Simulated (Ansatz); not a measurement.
# Si3B: the cost of one run

Method: DFT PBE, scalar-relativistic, plane waves, PAW, in Ansatz 0.2.0.

## 1. Starting point

Symmetry: I4/mmm, No. 139, tetragonal system. Conventional cell: a = 3.583 Å, b = 3.583 Å, c = 8.003 Å, α = 90.00°, β = 90.00°, γ = 90.00°. Si (site symmetry 4/mmm) has 4 B at 2.53 Å and 8 Si at 2.69 Å as nearest neighbours. Around Si (site symmetry -4m2) lie 8 Si at 2.53 to 2.69 Å and 4 B at 2.69 Å. Around B (site symmetry 4/mmm) lie 12 Si at 2.53 to 2.69 Å.

As a file:

```
CELL_PARAMETERS angstrom
-1.79136 1.79136 4.00147
1.79136 -1.79136 4.00147
1.79136 1.79136 -4.00147
ATOMIC_POSITIONS crystal
Si 0.50000 0.50000 0.00000
Si 0.25000 0.75000 0.50000
Si 0.75000 0.25000 0.50000
B 0.00000 0.00000 0.00000
```

(A quick probe on a coarse mesh, which set the mesh and smearing, is not shown.)

## 3. Rough relaxation on the coarse mesh

The input, input.yaml:

```yaml
crystal:
  lattice:
    - [-1.7913567347, 1.7913567347, 4.0014721866]
    - [1.7913567347, -1.7913567347, 4.0014721866]
    - [1.7913567347, 1.7913567347, -4.0014721866]
  atoms:
    - { symbol: Si, position: [0.5, 0.5, 0.0] }
    - { symbol: Si, position: [0.25, 0.75, 0.5] }
    - { symbol: Si, position: [0.75, 0.25, 0.5] }
    - { symbol: B, position: [0.0, 0.0, 0.0] }
basis:
  ecutwfc: 420
kpoints:
  mp_grid: { grid: [6, 6, 6] }
hamiltonian:
  xc: pbe
scf:
  occupations: { method: gaussian, width: 0.1 }
  lower_state_search: "off"
output:
  forces: true
  stress: true
  eigenvalues: true
relax:
  adjacent_minimum: "off"
  f_tol: 0.04
  max_steps: 70
  cell: { stress_tol: 0.4 }
```

Launch:

```console
$ ansatz run input.yaml --threads 1 --pin off --max-ram 2560MiB --backend cpu --events-out ev --progress --plain --runs-dir out
```

What time and memory should one allow on 1 thread of Arm Neoverse N1, shared host?

About 24 s, with a peak of 0.33 GiB.
